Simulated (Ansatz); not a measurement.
# GeNH (singlet): from Hartree-Fock to the top rungs at angle Ge1–N2–H3 = 91.3°, cc-pVDZ

How much of the correlation energy of GeNH (singlet) does each wave-function method recover here?

The runs use Ansatz 0.2.0, Gaussian basis; cc-pVDZ, core rule «outside noble gas», up to 15 orbitals frozen.

Plan: UHF; CCSD(T) on RHF; CCSD(T) on UHF; BCCD(T) on RHF; CISD; CCSDT(Q) on RHF; CCSDT(Q) on UHF; CCSDTQ on RHF; CASSCF and MRCISD+Q, 2 electrons in 2 orbitals; CASSCF and NEVPT2, 2 electrons in 2 orbitals; CASSCF and MRCISD+Q, 10 electrons in 9 orbitals; CASSCF and MRCISD+Q(relaxed), 10 electrons in 9 orbitals; CASSCF and NEVPT2, 10 electrons in 9 orbitals.

**1. What is computed**

The geometry derives from a PBE0/def2-TZVP stationary point (not a proven minimum). One angle is set to the value named; bond lengths are kept. No spin-orbit coupling is included. The filled d shell of Ge may be among the frozen orbitals whatever the setting's name suggests; the logs give the count.

3 atoms, charge 0, spin multiplicity 1.

Atoms are counted from 1 here; the program's logs count them from 0.

Bond lengths: Ge1–N2 1.644 Å, Ge1–H3 1.945 Å, N2–H3 1.003 Å. Angles: N2–Ge1–H3 31.0°, Ge1–N2–H3 91.3°, Ge1–H3–N2 57.7°.

**2. UHF**

File in.yaml:

```yaml
crystal:
  periodic: [false, false, false]
  atoms:
    - {symbol: Ge, position_ang: [0.188843, 0.000000, 0.209667]}
    - {symbol: N, position_ang: [-0.960665, 0.000000, -0.966224]}
    - {symbol: H, position_ang: [-0.259752, 0.000000, -1.683224]}
basis:
  gaussian: {orbitals: cc-pVDZ}
magnetization: {spin_polarized: true, initial_magnetization: 0}
hamiltonian: {xc: hf}
output: {orbitals: {seedname: orbitals}}
```

The run is started by

```console
ansatz run in.yaml --threads 1 --pin off --events-out ev --progress --plain --max-ram 2816MiB --backend cpu
```

After this run come: CCSD(T) on RHF; CCSD(T) on UHF; BCCD(T) on RHF; CISD; CCSDT(Q) on RHF; CCSDT(Q) on UHF; CCSDTQ on RHF; CASSCF and MRCISD+Q, 2 electrons in 2 orbitals; CASSCF and NEVPT2, 2 electrons in 2 orbitals; CASSCF and MRCISD+Q, 10 electrons in 9 orbitals; CASSCF and MRCISD+Q(relaxed), 10 electrons in 9 orbitals; CASSCF and NEVPT2, 10 electrons in 9 orbitals.

Q: Predict the results of all the runs planned. Wanted: RCCSDTQ below the RHF energy; RMP2 from RCCSDTQ; RCCSD from RCCSDTQ; RCCSD(T) from RCCSDTQ; RCCSDT(Q) from RCCSDTQ; NEVPT2 pair from RCCSDTQ; MRCISD+Q pair from RCCSDTQ; NEVPT2 valence from RCCSDTQ; T1 diagnostic.

**Answer**, as computed:

| quantity | value |
| --- | --- |
| RCCSDTQ below the RHF energy | -7.5438 eV |
| RMP2 from RCCSDTQ | +16.07 kcal/mol |
| RCCSD from RCCSDTQ | +8.39 kcal/mol |
| RCCSD(T) from RCCSDTQ | +1.10 kcal/mol |
| RCCSDT(Q) from RCCSDTQ | -0.18 kcal/mol |
| NEVPT2 pair from RCCSDTQ | +17.51 kcal/mol |
| MRCISD+Q pair from RCCSDTQ | +3.61 kcal/mol |
| NEVPT2 valence from RCCSDTQ | +24.82 kcal/mol |
| levels within 1 kcal/mol (43 meV) | RCCSDT, RCCSDT(Q), MRCISD+Q(relaxed) valence |
| T1 diagnostic | 0.027 |
| effectively unpaired electrons | 0.05 |

In words: RCCSD(T) lands +1.10 kcal/mol from the yardstick (0.6 % of the correlation energy). One determinant dominates. Of the multireference levels listed MRCISD+Q(relaxed) valence comes nearest in total energy (-0.27 kcal/mol), which doesn't show that its space is the better one. These misses are within one basis, not against nature.
